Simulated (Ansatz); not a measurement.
Geometry optimisation, DFT PBE, scalar-relativistic, plane waves, PAW in Ansatz.

input.yaml

```yaml
crystal:
  lattice:
    - [6.98, 0.0, 0.0]
    - [0.0, 6.98, 0.0]
    - [0.0, 0.0, 6.98]
  atoms:
    - { symbol: Li, position: [0.0, 0.0, 0.0] }
    - { symbol: Li, position: [0.5, 0.0, 0.0] }
    - { symbol: Li, position: [0.0, 0.5, 0.0] }
    - { symbol: Li, position: [0.0, 0.0, 0.5] }
    - { symbol: Li, position: [0.25, 0.25, 0.25] }
    - { symbol: Li, position: [0.5, 0.5, 0.0] }
    - { symbol: Li, position: [0.5, 0.0, 0.5] }
    - { symbol: Li, position: [0.75, 0.25, 0.25] }
    - { symbol: Li, position: [0.0, 0.5, 0.5] }
    - { symbol: Li, position: [0.25, 0.75, 0.25] }
    - { symbol: Li, position: [0.25, 0.25, 0.75] }
    - { symbol: Li, position: [0.5, 0.5, 0.5] }
    - { symbol: Li, position: [0.75, 0.75, 0.25] }
    - { symbol: Li, position: [0.75, 0.25, 0.75] }
    - { symbol: Li, position: [0.25, 0.75, 0.75] }
    - { symbol: Li, position: [0.75, 0.75, 0.75] }
    - { symbol: Li, position: [0.8818816, 0.0016773, 0.2640186] }
basis:
  ecutwfc: 420.0
kpoints:
  mp_grid: { grid: [3, 3, 3] }
hamiltonian:
  xc: pbe
scf:
  occupations: { method: fermi_dirac, width: 0.05 }
  lower_state_search: "off"
relax:
  f_tol: 0.03
  max_steps: 60
  adjacent_minimum: "off"
```

Run as:

```bash
$ ansatz run input.yaml --threads 2 --pin off --max-ram 5120MiB --backend cpu --events-out ev --progress --plain --runs-dir out
```

Question: Where does it end, and by what steps?

Answer: The forces met the threshold. The force dipped under the threshold on the way, but the program's further checks kept it going. Limits of this set-up: coarse k mesh, a small cell, in which the defect meets its images, a typed lattice constant that wasn't relaxed here. After 13 steps the energy has fallen by 1.747 eV; Li8 moved furthest, 0.99 Å. Joined: Li2–Li6 (3.49 → 3.00 Å), Li4–Li7 (3.49 → 2.79 Å), Li5–Li8 (3.49 → 2.76 Å), Li9–Li17 (3.94 → 2.93 Å), Li14–Li17 (3.92 → 2.93 Å).

```json
{"step": "0", "energy less start (eV)": "0.0000", "largest force component (eV/Å)": "1.876", "accepted": "yes"}
{"step": "1", "energy less start (eV)": "-0.9281", "largest force component (eV/Å)": "1.204", "accepted": "yes"}
{"step": "2", "energy less start (eV)": "-1.4137", "largest force component (eV/Å)": "0.530", "accepted": "yes"}
{"step": "3", "energy less start (eV)": "-1.5743", "largest force component (eV/Å)": "0.111", "accepted": "yes"}
{"step": "4", "energy less start (eV)": "-1.6055", "largest force component (eV/Å)": "0.049", "accepted": "yes"}
{"step": "5", "energy less start (eV)": "-1.6339", "largest force component (eV/Å)": "0.071", "accepted": "yes"}
{"step": "6", "energy less start (eV)": "-1.6461", "largest force component (eV/Å)": "0.094", "accepted": "yes"}
{"step": "7", "energy less start (eV)": "-1.6821", "largest force component (eV/Å)": "0.048", "accepted": "yes"}
{"step": "8", "energy less start (eV)": "-1.7083", "largest force component (eV/Å)": "0.066", "accepted": "yes"}
{"step": "9", "energy less start (eV)": "-1.7291", "largest force component (eV/Å)": "0.054", "accepted": "yes"}
{"step": "10", "energy less start (eV)": "-1.7453", "largest force component (eV/Å)": "0.015", "accepted": "yes"}
{"step": "11", "energy less start (eV)": "-1.7453", "largest force component (eV/Å)": "0.015", "accepted": "yes"}
{"step": "12", "energy less start (eV)": "-1.7470", "largest force component (eV/Å)": "0.014", "accepted": "yes"}
{"step": "13", "energy less start (eV)": "-1.7475", "largest force component (eV/Å)": "0.011", "accepted": "yes"}
```

```xyz
17
Lattice="6.9800 0.0000 0.0000 0.0000 6.9800 0.0000 0.0000 0.0000 6.9800" Properties=species:S:1:pos:R:3
Li -0.099 -0.003 -0.108
Li 3.579 -0.161 -0.075
Li -0.169 3.235 0.047
Li 0.738 -0.284 3.906
Li 1.741 1.660 1.637
Li 3.663 3.834 -0.360
Li 3.493 -0.148 3.471
Li 4.438 2.194 1.373
Li 0.062 3.323 3.451
Li 1.695 5.140 1.608
Li 1.916 1.787 5.402
Li 3.358 3.591 3.538
Li 5.353 5.102 1.771
Li 5.205 1.698 5.106
Li 1.572 4.915 5.512
Li 5.444 5.258 4.981
Li 6.048 0.750 2.462
```

Whether the end is a true minimum wasn't checked by a vibrational analysis.

Time of the run: 56 s on 2 threads of Intel(R) Xeon(R) 6975P-C (Granite Rapids), with other jobs on the host, peak memory 0.56 GiB.
